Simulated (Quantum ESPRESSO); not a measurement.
# Sn3Se under changes of volume

One of the cells (26.013 Å³/atom); the others are scaled copies at fixed shape and fractional positions:

```
CELL_PARAMETERS angstrom
0.00000 3.73314 3.73314
3.73314 0.00000 3.73314
3.73314 3.73314 0.00000
ATOMIC_POSITIONS crystal
Sn 0.50000 0.50000 0.50000
Sn 0.75000 0.75000 0.75000
Sn 0.25000 0.25000 0.25000
Se 0.00000 0.00000 0.00000
```

The cell comes from a database or a generator and needn't be the stable form of this composition.

| Property | Result |
| --- | --- |
| Program | Quantum ESPRESSO 7.5 |
| Functional | PBEsol |
| Potentials or basis | GBRV 1.5 PBEsol |
| Cutoff | 925 eV |
| Density cutoff | 7401 eV |
| k mesh | 6 × 6 × 6 |
| Occupations | fermi-dirac, width 0.05 eV |
| Spin | no spin polarisation |

| volume (Å³/atom) | energy over the lowest point (meV/atom) | pressure (GPa) |
| --- | --- | --- |
| 24.452 | 0.00 | -0.3 |
| 24.973 | 2.36 | -1.5 |
| 25.493 | ? | ? |
| 26.013 | 17.50 | -3.4 |
| 26.533 | 29.43 | -4.2 |
| 27.054 | 43.77 | -4.9 |
| 27.574 | 60.24 | -5.5 |

Q: What does the run at 25.493 Å³/atom give?

A: Energy over the lowest point 8.37 meV/atom; pressure -2.5 GPa.

Worked out: A Birch-Murnaghan fit of order 3 (a polynomial in V^(-2/3)) to the other rows has its minimum at 24.40 Å³/atom, just outside them, with B0 = V·E''(V) = 60 GPa and B' = 5.2. It gives 8.35 meV/atom at 25.493 Å³/atom, against the run's 8.37, and -dE/dV = -2.4 GPa, against -2.5.

Energies are extrapolated to zero smearing.
